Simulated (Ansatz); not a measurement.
A nudged elastic band was laid between two geometries of a periodic cell of 63 atoms, Si62P (host Si, host structure diamond, dopant P, one Si atom removed), cell charge +1.

These are results of Ansatz, DFT LDA, scalar-relativistic, plane waves, PAW, not measurements. Settings: PAW set soft_1, cutoff 420 eV, k mesh 1x1x1, fermi-dirac smearing 0.05 eV, no spin polarisation.

| Quantity | Value |
| --- | --- |
| movable images | 5 |
| climbing image | yes |
| spring | 5.0 eV/Å² |
| optimiser | quadratic models (default) |
| start path | IDPP |
| force threshold | 0.05 eV/Å |
| iteration limit | 80 |
| end points | relaxed |

Initial state:

```xyz
63
Lattice="10.8600 0.0000 0.0000 0.0000 10.8600 0.0000 0.0000 0.0000 10.8600" Properties=species:S:1:pos:R:3
Si 5.458 -0.011 0.041
Si 6.798 1.341 1.447
Si 8.149 2.681 0.040
Si 9.502 4.073 1.354
P 8.164 -0.024 2.695
Si 9.411 1.341 4.060
Si 0.034 -0.060 -0.037
Si 1.318 1.313 1.369
Si 2.710 2.682 -0.009
Si 4.071 4.067 1.355
Si 5.457 5.428 -0.009
Si 6.825 6.820 1.369
Si 8.198 8.105 -0.037
Si 2.713 -0.004 2.715
Si 4.052 1.366 4.084
Si 5.418 2.722 2.741
Si 6.774 4.088 4.084
Si 8.143 5.425 2.713
Si 9.489 6.818 4.032
Si 5.419 0.022 5.439
Si 6.773 1.366 6.806
Si 8.117 2.721 5.439
Si 9.502 4.067 6.785
Si 8.143 -0.004 8.144
Si 9.488 1.313 9.539
Si 0.015 5.395 -0.018
Si 1.371 6.766 1.320
Si 2.743 8.123 -0.017
Si 4.065 9.497 1.355
Si -0.043 2.682 2.707
Si 1.340 4.052 4.054
Si 2.721 5.417 2.714
Si 4.086 6.800 4.054
Si 5.458 8.183 2.707
Si 6.799 9.588 4.060
Si -0.043 -0.011 5.400
Si 1.339 1.336 6.772
Si 2.699 2.714 5.433
Si 4.070 4.070 6.788
Si 5.425 5.440 5.433
Si 6.802 6.800 6.772
Si 8.150 8.180 5.400
Si 9.502 9.496 6.790
Si 2.721 -0.005 8.136
Si 4.085 1.336 9.518
Si 5.424 2.715 8.159
Si 6.804 4.054 9.518
Si 8.144 5.417 8.135
Si 9.537 6.766 9.485
Si 0.035 8.103 2.662
Si 1.320 9.510 4.032
Si 0.008 5.428 5.401
Si 1.366 6.772 6.762
Si 2.710 8.131 5.401
Si 4.071 9.497 6.785
Si 0.006 2.682 8.148
Si 1.367 4.042 9.490
Si 2.720 5.418 8.137
Si 4.096 6.771 9.490
Si 5.456 8.132 8.148
Si 6.825 9.510 9.538
Si 0.014 8.125 8.114
Si 1.372 9.460 9.485
```

Final state:

Only the atoms that move by more than 0.05 Å are listed.
```
Si2 6.755 1.390 1.404
P5 9.478 -1.333 1.382
Si6 9.456 1.390 4.105
Si7 -0.012 -0.097 0.012
Si13 8.242 8.157 0.012
Si35 6.755 9.549 4.105
Si50 -0.012 8.157 2.618
```

Task: What changes between the two ends?

Result: The atom that moves furthest is P5, by 2.27 Å; four of its nearest neighbours are Si6 2.30, Si35 2.30, Si2 2.30, Si30 3.79 Å at the first end and Si13 2.30, Si7 2.30, Si50 2.30, Si61 3.79 Å at the last.

Task: What energy profile does the band end with?

Result: The run converged. The highest image is number 3 of 0 to 6, 1.22 eV above the ends, which have the same energy within 2 meV. By the program's own check the climbing image is a first-order saddle point (lowest curvatures found: -1.93 and 0.73 eV/Å²). Limits of this set-up: coarse k mesh, PAW files made for another functional, no spin, though dangling bonds at a vacancy may carry it, a typed lattice constant that wasn't relaxed here, charged cell in a uniform background, uncorrected.

| image | path coordinate (Å) | energy (eV) | Si2–P5 (Å) | P5–Si6 (Å) | P5–Si35 (Å) |
| --- | --- | --- | --- | --- | --- |
| 0 | 0.00 | 0.00 | 2.30 | 2.30 | 2.30 |
| 1 | 0.55 | 0.19 | 2.39 | 2.34 | 2.34 |
| 2 | 1.09 | 0.91 | 2.82 | 2.38 | 2.47 |
| 3 | 1.64 | 1.22 | 3.34 | 2.47 | 2.80 |
| 4 | 2.18 | 0.91 | 3.53 | 2.94 | 3.24 |
| 5 | 2.72 | 0.20 | 3.74 | 3.51 | 3.60 |
| 6 | 3.27 | 0.00 | 3.85 | 3.85 | 3.85 |

Task: What is the geometry of the highest image?

Result: 
```xyz
63
Lattice="10.8600 0.0000 0.0000 0.0000 10.8600 0.0000 0.0000 0.0000 10.8600" Properties=species:S:1:pos:R:3:forces:R:3
Si 5.436 -0.021 0.011 0.00 0.00 0.00
Si 6.691 1.426 1.308 0.00 0.00 0.00
Si 8.143 2.703 0.026 0.00 0.00 0.00
Si 9.511 4.069 1.369 0.00 0.00 0.00
P 9.087 -0.683 2.301 0.01 0.00 0.00
Si 9.626 1.120 3.899 -0.01 0.01 0.01
Si -0.119 -0.011 0.136 0.00 0.00 0.00
Si 1.355 1.343 1.357 0.00 0.00 0.00
Si 2.716 2.704 -0.038 0.00 0.00 0.00
Si 3.993 4.136 1.338 0.00 0.00 0.00
Si 5.428 5.435 -0.018 0.00 0.00 0.00
Si 6.818 6.792 1.350 0.00 0.00 0.00
Si 8.108 8.076 -0.093 -0.01 -0.01 0.00
Si 2.716 -0.005 2.724 0.00 0.00 0.00
Si 4.085 1.352 4.067 0.00 0.00 0.00
Si 5.376 2.758 2.690 0.00 0.00 0.00
Si 6.816 4.026 4.051 0.00 0.00 0.00
Si 8.158 5.426 2.720 0.00 0.00 0.00
Si 9.497 6.785 4.106 0.00 0.00 0.00
Si 5.503 -0.027 5.344 0.00 0.00 0.00
Si 6.812 1.336 6.733 0.00 0.00 0.00
Si 8.189 2.540 5.261 0.01 0.00 0.00
Si 9.482 3.971 6.699 0.00 0.00 0.00
Si 8.147 0.000 8.130 0.00 0.00 0.00
Si 9.477 1.328 9.543 0.00 0.00 0.00
Si -0.018 5.466 0.024 0.00 0.00 0.00
Si 1.192 6.953 1.396 0.00 0.00 0.00
Si 2.666 8.158 0.021 0.00 0.00 0.00
Si 4.060 9.495 1.358 0.00 0.00 0.00
Si 0.037 2.709 2.706 0.00 0.00 0.00
Si 1.374 4.084 4.086 0.00 0.00 0.00
Si 2.629 5.525 2.693 0.00 0.00 0.00
Si 4.112 6.774 4.054 0.00 0.00 0.00
Si 5.474 8.166 2.685 0.00 0.00 0.00
Si 6.925 9.504 3.952 0.01 0.00 -0.01
Si 0.072 -0.010 5.479 0.00 0.00 0.00
Si 1.367 1.401 6.835 0.00 0.00 0.00
Si 2.736 2.710 5.436 0.00 0.00 0.00
Si 4.084 4.072 6.791 0.00 0.00 0.00
Si 5.459 5.393 5.411 0.00 0.00 0.00
Si 6.752 6.790 6.783 0.00 0.00 0.00
Si 8.148 8.151 5.425 0.00 0.00 0.00
Si 9.514 9.500 6.786 0.00 0.00 0.00
Si 2.698 -0.009 8.160 0.00 0.00 0.00
Si 4.089 1.349 9.486 0.00 0.00 0.00
Si 5.457 2.692 8.111 0.00 0.00 0.00
Si 6.773 4.058 9.496 0.00 0.00 0.00
Si 8.127 5.361 8.063 0.00 0.00 0.00
Si 9.481 6.738 9.446 0.00 0.00 0.00
Si -0.170 8.372 2.833 -0.01 0.01 0.00
Si 1.410 9.502 4.140 0.00 0.00 0.00
Si 0.016 5.410 5.442 0.00 0.00 0.00
Si 1.367 6.784 6.804 0.00 0.00 0.00
Si 2.766 8.093 5.436 0.00 0.00 0.00
Si 4.091 9.505 6.768 0.00 0.00 0.00
Si -0.015 2.721 8.180 0.00 0.00 0.00
Si 1.343 4.099 9.529 0.00 0.00 0.00
Si 2.720 5.423 8.153 0.00 0.00 0.00
Si 4.043 6.801 9.526 0.00 0.00 0.00
Si 5.416 8.144 8.157 0.00 0.00 0.00
Si 6.804 9.512 9.505 0.00 0.00 0.00
Si -0.002 8.142 8.153 0.00 0.00 0.00
Si 1.275 9.520 9.572 0.00 0.00 0.00
```

Run time: 8.8 min on 4 threads of Arm Neoverse V2, on a shared host, peak memory 3.3 GiB.
